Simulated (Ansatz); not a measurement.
**ZnHBr (SMILES [ZnH][Br]): functionals against CCSD(T) at one geometry**

An exercise on one series of results from a longer session: the logs are not shown, and one member is left open.

The runs use Ansatz 0.2.0, Gaussian basis; single points in def2-TZVPP.

Correlated methods freeze the cores. The 3s and 3p shells of Cu and Zn are frozen; filled d shells are correlated.

## The starting structure

SMILES `[ZnH][Br]`, 3 atoms, charge 0, spin multiplicity 1.

Atoms are counted from 1 here; the program's logs count them from 0.

Bond lengths: Zn1–Br2 1.981 Å, Zn1–H3 1.766 Å. Angles: Br2–Zn1–H3 155.0°.

As a file:

```mol
BrHZn
  3D, bonds by distance, orders not assigned

  3  2  0  0  0  0  0  0  0  0999 V2000
   -0.1569   -0.1299    0.2039 Zn  0  0
    1.5765    0.4677    0.9531 Br  0  0
   -1.2220   -0.7785   -1.0470 H   0  0
  1  2  8  0
  1  3  8  0
M  END
```

Set-up of the first run:

run/in.yaml reads:

```yaml
crystal:
  periodic: [false, false, false]
  atoms:
    - {symbol: Zn, position_ang: [-0.156900, -0.129900, 0.203900]}
    - {symbol: Br, position_ang: [1.576500, 0.467700, 0.953100]}
    - {symbol: H, position_ang: [-1.222000, -0.778500, -1.047000]}
basis:
  gaussian: {orbitals: def2-TZVPP}
correlation: {method: ccsd_t, frozen_orbitals: {Br: 9, H: 0, Zn: 9}}
output: {forces: true}
```

The command line of these runs was not kept.

Among the steps run: CCSD(T)/def2-TZVPP; PBE0-D4/def2-TZVPP; wB97M-V/def2-TZVPP; r2SCAN-D4/def2-TZVPP; PBE-D4/def2-TZVPP; r2SCAN0-D4/def2-TZVPP; HSE06-D4/def2-TZVPP.

One of the session's tables, all rows but one given; the rest of the session is left out.

| method | RMS force component (eV/Å) | angle to CCSD(T) forces (°) | dipole (D) |
| --- | --- | --- | --- |
| CCSD(T) | 3.435 | reference | 1.07 |
| PBE0-D4 | 3.377 | 0.3 | 0.99 |
| wB97M-V | 3.434 | 0.7 | 1.03 |
| r2SCAN-D4 | 3.313 | 1.5 | 0.92 |
| PBE-D4 | 3.370 | 0.4 | 0.82 |
| r2SCAN0-D4 | 3.345 | 1.4 | 1.05 |
| HSE06-D4 | ? | ? | ? |

**Question.** Estimate the row for HSE06-D4.

As computed: RMS force component (eV/Å): 3.380; angle to CCSD(T) forces (°): 0.3; dipole (D): 0.99. In the column «RMS force component (eV/Å)» it lies between PBE0-D4 (3.377) and wB97M-V (3.434).
